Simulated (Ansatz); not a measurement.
# C: the cost of one run

Method: DFT LDA, scalar-relativistic, plane waves, PAW, in Ansatz 0.2.0.

72 further runs of the same task are left out: 72 set aside as unsound or not needed.

## Step 1: The system as given

It takes space group Fd-3m (No. 227, cubic). The conventional cell has a = 3.532 Å, b = 3.532 Å, c = 3.532 Å, α = 90.00°, β = 90.00°, γ = 90.00°. C (site symmetry -43m) is surrounded by 4 C at 1.53 Å.

Coordinates:

```cif
data_structure
_symmetry_space_group_name_H-M 'P 1'
_symmetry_Int_Tables_number 1
_cell_length_a 2.4972
_cell_length_b 2.4972
_cell_length_c 2.4972
_cell_angle_alpha 60.000
_cell_angle_beta 60.000
_cell_angle_gamma 60.000
_cell_volume 11.01
loop_
_atom_site_label
_atom_site_type_symbol
_atom_site_fract_x
_atom_site_fract_y
_atom_site_fract_z
_atom_site_occupancy
C1 C 0.50000 0.50000 0.50000 1
C2 C 0.75000 0.75000 0.75000 1
```

It is the result of an earlier relaxation at this level (volume 5.51 Å³/atom; gap on the mesh: 4.21 eV).

## Step 2: The scan

The energy is mapped over volume and the cell's shape.

First coordinate, volume per atom: 11 values from 4.845 to 6.166 Å³. Second coordinate, c/a of the conventional cell: 11 values from 0.886 to 1.128.

Nothing else is relaxed (symmetry fixes all fractional coordinates). Energies count from the relaxed crystal. Points are written as (first, second).

## Step 3: The run at (5.241 Å³, 0.886)

input.yaml reads:

```yaml
crystal:
  lattice:
    - [0.0, 1.8082624785, 1.602843861]
    - [1.8082624785, 0.0, 1.602843861]
    - [1.8082624785, 1.8082624785, 0.0]
  atoms:
    - { symbol: C, position: [0.5, 0.5, 0.5] }
    - { symbol: C, position: [0.75, 0.75, 0.75] }
basis:
  ecutwfc: 520.0
kpoints:
  mp_grid: { grid: [12, 12, 12] }
hamiltonian:
  xc: lda
  pseudopotentials: { kind: paw, azcp: { folder: soft_1 } }
scf:
  occupations: { method: gaussian, width: 0.05 }
output:
  forces: true
  stress: true
  eigenvalues: true
```

Command:

```
$ ansatz run input.yaml --threads 1 --pin off --max-ram 2048MiB --backend cpu --events-out ev --progress --plain --runs-dir out
```

Q: Estimate wall time and peak memory on 1 thread of Arm Neoverse V2, shared host.

About 1.1 s, with a peak of 0.25 GiB.
